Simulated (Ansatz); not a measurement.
# ZrCH3+ (singlet): wave-function methods side by side, def2-SVP

The task here is to estimate one member of a computed series from the others.

Program: Ansatz 0.2.0, Gaussian basis. Level of theory: def2-SVP, core rule «outside noble gas», up to 5 orbitals frozen. These are calculated values, not measurements.

Plan: UHF; CCSD(T) on RHF; CCSD(T) on UHF; CISD; CCSDT(Q) on RHF; CCSDT(Q) on UHF; CASSCF and MRCISD+Q, 8 electrons in 8 orbitals; CASSCF and NEVPT2, 8 electrons in 8 orbitals.

14 further runs of the same task are left out: 5 that didn't finish, 9 set aside as unsound or not needed.

## The system

The geometry is a PBE0/def2-TZVP stationary point (not a proven minimum) of the parent state, kept for this charge and spin. No spin-orbit coupling is included. Elements past krypton take def2 core potentials.

5 atoms, charge 1, spin multiplicity 1.

Atoms are counted from 1 here; the program's logs count them from 0.

Bond lengths: Zr1–C2 2.159 Å, C2–H3 1.100 Å, C2–H4 1.098 Å, C2–H5 1.098 Å. Angles: Zr1–C2–H3 106.5°, Zr1–C2–H4 111.6°, Zr1–C2–H5 111.6°, H3–C2–H4 109.0°, H3–C2–H5 109.0°, H4–C2–H5 109.0°.

Geometry (Å):

```
atom    x (Å)    y (Å)    z (Å)
 Zr1   0.0000   0.0002   0.3161
  C2   0.0000   0.0032  -1.8427
  H3  -0.0001  -1.0512  -2.1575
  H4   0.8937   0.4969  -2.2459
  H5  -0.8936   0.4971  -2.2459
```

Set-up of the first run:

in.yaml reads:

```yaml
crystal:
  periodic: [false, false, false]
  atoms:
    - {symbol: Zr, position_ang: [0.000000, 0.000213, 0.316076]}
    - {symbol: C, position_ang: [0.000000, 0.003183, -1.842652]}
    - {symbol: H, position_ang: [-0.000116, -1.051188, -2.157485]}
    - {symbol: H, position_ang: [0.893681, 0.496882, -2.245935]}
    - {symbol: H, position_ang: [-0.893571, 0.497079, -2.245935]}
basis:
  gaussian: {orbitals: def2-SVP}
total_charge: 1
magnetization: {spin_polarized: true, initial_magnetization: 0}
hamiltonian: {xc: hf}
output: {orbitals: {seedname: orbitals}}
```

Launch:

```bash
$ ansatz run in.yaml --threads 1 --pin off --events-out ev --progress --plain --max-ram 2393MiB
```

Among the steps run: UHF; CCSD(T) on RHF; CCSD(T) on UHF; CISD; CCSDT(Q) on RHF; CCSDT(Q) on UHF; CASSCF and MRCISD+Q, 8 electrons in 8 orbitals; CASSCF and NEVPT2, 8 electrons in 8 orbitals.

One table of the session follows, with a row left open; its other results are not shown here.

| method | from RCCSDT(Q) (meV) |
| --- | --- |
| UHF | +5706.7 |
| RMP2 | +1433.7 |
| UMP2 | ? |
| RCCSD | +395.5 |
| UCCSD | -94.6 |
| RCCSD(T) | +63.4 |
| UCCSD(T) | -311.1 |
| RCCSDT | +25.4 |
| UCCSDT | -352.3 |
| RCCSDT(Q) | 0 |
| UCCSDT(Q) | -368.6 |
| CASSCF frontier | +4454.3 |
| NEVPT2 frontier | +1227.6 |
| MRCISD frontier | +478.9 |
| MRCISD+Q frontier | +180.0 |

**Question.** Estimate the row for UMP2.

**Answer.** from RCCSDT(Q) (meV): +639.4. In the column «from RCCSDT(Q) (meV)» it lies between MRCISD frontier (+478.9) and NEVPT2 frontier (+1227.6).

Not comparable, so not listed: CISD (they don't share determinant, frozen orbitals or solution with the rows shown, or repeat one).

Limits of these values: The determinant is far from a pure spin state, so its energy mixes those of several spin states (harmless only where they are near-degenerate, as at dissociation). The report flags that the cluster equations may have other roots. Left out of the table: RHF (another determinant or state than the rows shown). The program flags UCCSD(T), RCCSDT(Q), UCCSDT(Q) as in doubt, so the zero of the table is itself unsure. Warnings: restricted reference is unstable; spin contamination; coupled cluster took another determinant than the lowest. Restricted and unrestricted rows rest on different reference determinants; where their highest levels disagree by more than a few hundredths of an eV, they describe different states and don't form one ladder.
